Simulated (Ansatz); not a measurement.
# BrH2NSi, SMILES N[Si]Br: the interaction energy of a dimer with the counterpoise correction

With the Python package of Ansatz (0.2.0).

Notebook, run cell by cell (the value of a cell's last expression is shown):

```python
import ansatz as az
```

```python
FIRST = [
    ("N", (-0.7624, 0.3104, -0.2753)),
    ("Si", (-0.3218, -0.6858, 0.9693)),
    ("Br", (1.8403, -0.8424, 0.7207)),
    ("H", (-0.2429, 1.2543, -0.2135)),
    ("H", (-0.5133, -0.0366, -1.2011)),
]
SECOND = [
    ("N", (-0.9784, 1.0973, 4.331)),
    ("Si", (-2.4234, 1.8354, 4.0105)),
    ("Br", (-3.7875, 0.1479, 3.7812)),
    ("H", (-1.0537, 0.4703, 5.2062)),
    ("H", (-0.6638, 0.4538, 3.6054)),
]
```

```python
def energy(atoms, ghosts=()):
    molecule = az.Crystal.molecule()
    for symbol, xyz in atoms:
        molecule = molecule.atom(symbol, xyz)
    calc = (
        molecule.calculation()
        .basis(gaussian="def2-SVP")
        .correlation("mp2")
    )
    deck = calc.input()
    if ghosts:
        deck = deck.set(az.key.basis.gaussian.ghost_atoms, [{"symbol": s, "position_ang": list(xyz)} for s, xyz in ghosts])
    return az.Session.from_dict(deck).plan().execute().report["free_energy_ev"]
```

```python
# monomers in their own basis and in the basis of the dimer
both = energy(FIRST + SECOND)
alone = energy(FIRST) + energy(SECOND)
ghosted = energy(FIRST, SECOND) + energy(SECOND, FIRST)
print(f"dimer {both:.6f} eV")
print(f"interaction, uncorrected   {23.060548 * (both - alone):8.3f} kcal/mol")
print(f"interaction, counterpoise  {23.060548 * (both - ghosted):8.3f} kcal/mol")
print(f"basis-set superposition    {23.060548 * (alone - ghosted):8.3f} kcal/mol")
```

    dimer -158751.454405 eV
    interaction, uncorrected     -1.035 kcal/mol
    interaction, counterpoise     0.107 kcal/mol
    basis-set superposition       1.142 kcal/mol

Uncorrected it is -1.035 kcal/mol, with the counterpoise correction 0.107 kcal/mol; the difference, 1.142 kcal/mol, is the superposition error. The sign changes with the correction, so this basis doesn't settle it.

Total energies depend on the basis set; only differences at equal settings carry meaning. The dimer is a generated trial pose of unrelaxed monomers, not a minimum, so the figure is no binding energy, and the basis set is small. It ran for 38 s on 1 thread of Arm Neoverse N1 (shared host), peak memory 0.58 GiB.
